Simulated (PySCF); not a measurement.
# Ways to converge the SCF of SBr

Aim: find out which solver settings change the answer for SBr.

The runs use PySCF 2.14.0; each script names its method and basis.

1 further run of the same task is left out (it didn't finish).

### 1 Starting geometry

SBr: 2 atoms, charge 0, spin multiplicity 2.

Bond lengths: S1–Br2 2.415 Å.

### 2 The run that the others are compared with

The input, input.py:

```python
from pyscf import gto, scf, mcscf, mrpt

mol = gto.M(
    atom='S 0 0 0; Br 0 0 2.415',
    basis='pcseg-1',
    charge=0,
    spin=1,
    verbose=4,
)
mf = scf.ROHF(mol)
mf = mf.density_fit(auxbasis='def2-universal-jkfit')
mf.kernel()
mc = mcscf.CASSCF(mf, 2, 1)
mc.kernel()
mc.analyze()
mrpt.NEVPT(mc).kernel()
mf.dip_moment()
print('orbital energies (hartree):', mf.mo_energy[..., max(0, mol.nelec[1]-3):mol.nelec[0]+3].round(4))
```

On the command line:

```
> OMP_NUM_THREADS=1 python input.py
```

The log of this run is left out.

It gives: E(SCF) = -2969.539301 Eh, 10 cycles, E(CAS) − E(SCF) = 0.00000 Eh, NEVPT2 = -0.23916 Eh, μ = 0.97 D (of the SCF density).

The bond length is a typed value, not an optimised one.

### 3 Level shift 0.1 hartree

Variant 1 changes level shift: none → 0.1 hartree.

The input, input.py:

```python
from pyscf import gto, scf, mcscf, mrpt

mol = gto.M(
    atom='S 0 0 0; Br 0 0 2.415',
    basis='pcseg-1',
    charge=0,
    spin=1,
    verbose=4,
)
mf = scf.ROHF(mol)
mf = mf.density_fit(auxbasis='def2-universal-jkfit')
mf.level_shift = 0.1
mf.kernel()
mc = mcscf.CASSCF(mf, 2, 1)
mc.kernel()
mc.analyze()
mrpt.NEVPT(mc).kernel()
mf.dip_moment()
print('orbital energies (hartree):', mf.mo_energy[..., max(0, mol.nelec[1]-3):mol.nelec[0]+3].round(4))
```

On the command line:

```
> OMP_NUM_THREADS=1 python input.py
```

### 4 Level shift 1 hartree

Variant 2 changes level shift: none → 1 hartree.

Changes to input.py since step 2:

```diff
@@ -11,2 +11,3 @@
 mf = mf.density_fit(auxbasis='def2-universal-jkfit')
+mf.level_shift = 1.0
 mf.kernel()
```

### 5 DIIS space 12

Variant 3 changes DIIS space: default → 12.

Changes to input.py since step 2:

```diff
@@ -11,2 +11,3 @@
 mf = mf.density_fit(auxbasis='def2-universal-jkfit')
+mf.diis_space = 12
 mf.kernel()
```

### 6 Initial guess random

Variant 4 changes initial guess: minao → random.

Changes to input.py since step 2:

```diff
@@ -11,2 +11,3 @@
 mf = mf.density_fit(auxbasis='def2-universal-jkfit')
+mf.init_guess = 'random'
 mf.kernel()
```

### 7 Convergence threshold 1e-07 hartree

Variant 5 changes convergence threshold: default → 1e-07 hartree.

Changes to input.py since step 2:

```diff
@@ -11,2 +11,3 @@
 mf = mf.density_fit(auxbasis='def2-universal-jkfit')
+mf.conv_tol = 1e-07
 mf.kernel()
```

Before running it: what results should come out? Wanted: for each run, E(SCF); from base; SCF dipole; after the SCF.

**Answer**, as computed:

```
                                run  E(SCF) (hartree)  from base (eV)  cycles  SCF dipole (D)                                                                 after the SCF
                               base      -2969.539301               0      10            0.97  NEVPT2 correlation -6.508 eV (from the SCF energy, the CASSCF gain included)
            level shift 0.1 hartree      -2969.539301          0.0000      11            0.97  NEVPT2 correlation -6.508 eV (from the SCF energy, the CASSCF gain included)
              level shift 1 hartree      -2969.539301          0.0000      27            0.97  NEVPT2 correlation -6.508 eV (from the SCF energy, the CASSCF gain included)
                      DIIS space 12      -2969.539301          0.0000      10            0.97  NEVPT2 correlation -6.508 eV (from the SCF energy, the CASSCF gain included)
               initial guess random      -2969.539301          0.0000      10            0.97  NEVPT2 correlation -6.508 eV (from the SCF energy, the CASSCF gain included)
convergence threshold 1e-07 hartree      -2969.539301          0.0000       9            0.97  NEVPT2 correlation -6.508 eV (from the SCF energy, the CASSCF gain included)
```

Distance from each run's final energy (log10 hartree) by cycle:

```
                                run  cycle 1  cycle 2  cycle 3  cycle 5  cycle 8  cycle 12
                               base     -1.6     -2.4     -3.0     -4.5     -8.3      done
            level shift 0.1 hartree     -1.6     -2.3     -2.9     -4.2     -7.2      done
              level shift 1 hartree     -1.4     -1.8     -2.1     -2.7     -3.5      -4.7
                      DIIS space 12     -1.6     -2.4     -3.0     -4.5     -8.3      done
               initial guess random     -1.6     -2.4     -3.0     -4.5     -8.3      done
convergence threshold 1e-07 hartree     -1.6     -2.4     -3.0     -4.5     -8.3      done
```

In words: The SCF energy stays the same, to the digits that matter, with level shift 0.1 hartree or level shift 1 hartree or DIIS space 12 or initial guess random or convergence threshold 1e-07 hartree. PySCF falls back to minao for a guess that it doesn't know or can't read, so that run repeats the base. The base needs 10 cycles and the run with level shift 1 hartree needs 27.
